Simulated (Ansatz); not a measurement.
# Re (fcc type): a single-point run

The task is a single-point run on Re (fcc type).

Program: Ansatz 0.2.0. Level of theory: DFT, PBEsol, PAW with Ansatz's default frozen-core files, scalar-relativistic. These are calculated values, not measurements.

2 further runs of the same task are left out: 2 set aside as unsound or not needed. Runs told in other sessions of the task aren't counted.

## 1. The structure to begin with

The structure is cubic, space group Fm-3m (No. 225). Conventional cell: a = 3.880 Å, b = 3.880 Å, c = 3.880 Å, α = 90.00°, β = 90.00°, γ = 90.00°. Re (site symmetry m-3m) has 12 Re at 2.74 Å in its first shell of neighbours.

Structure file:

```
CELL_PARAMETERS angstrom
0.00000 1.93999 1.93999
1.93999 0.00000 1.93999
1.93999 1.93999 0.00000
ATOMIC_POSITIONS crystal
Re 0.00000 0.00000 0.00000
```

## 2. Input and run

Contents of input.yaml:

```yaml
crystal:
  lattice:
    - [0.0, 1.9399896624, 1.9399896624]
    - [1.9399896624, 0.0, 1.9399896624]
    - [1.9399896624, 1.9399896624, 0.0]
  atoms:
    - { symbol: Re, position: [0.0, 0.0, 0.0] }
kpoints:
  mp_grid: { grid: [17, 17, 17] }
  band_path:
    path:
      - [0.0, 0.0, 0.0]
      - [0.5, 0.0, 0.5]
      - [0.625, 0.25, 0.625]
      - [0.375, 0.375, 0.75]
      - [0.0, 0.0, 0.0]
      - [0.5, 0.5, 0.5]
      - [0.5, 0.25, 0.75]
      - [0.5, 0.0, 0.5]
    npoints: 8
scf:
  occupations: { method: fermi_dirac, width: 0.05 }
  max_iter: 60
hamiltonian:
  xc: pbesol
  pseudopotentials: { kind: paw }
output:
  forces: true
  stress: true
  eigenvalues: true
  populations: true
magnetization:
  spin_polarized: true
  initial_magnetization: 1
```

On the command line:

```
$ ansatz run input.yaml --threads 1 --pin off --max-ram 2048MiB --backend cpu --events-out ev --progress --plain --runs-dir out
```

Q: Will this input give a usable result? If not, why, and what should change?

The program finished normally, with warnings (seeded moment not kept). Its log warns: «the starting moments were not kept: the SCF closed with an absolute magnetisation of 4.4e-7 μB, where they sum to 1 μB in size (1 site). That is at most 0.1 of that sum ...»

In the input, magnetization.spin_polarized is true; magnetization.initial_magnetization is 1. A typed moment is only a start; here the run ends at the energy of the run without it (within 1 meV an atom), so the result stands.

No remedy is needed.
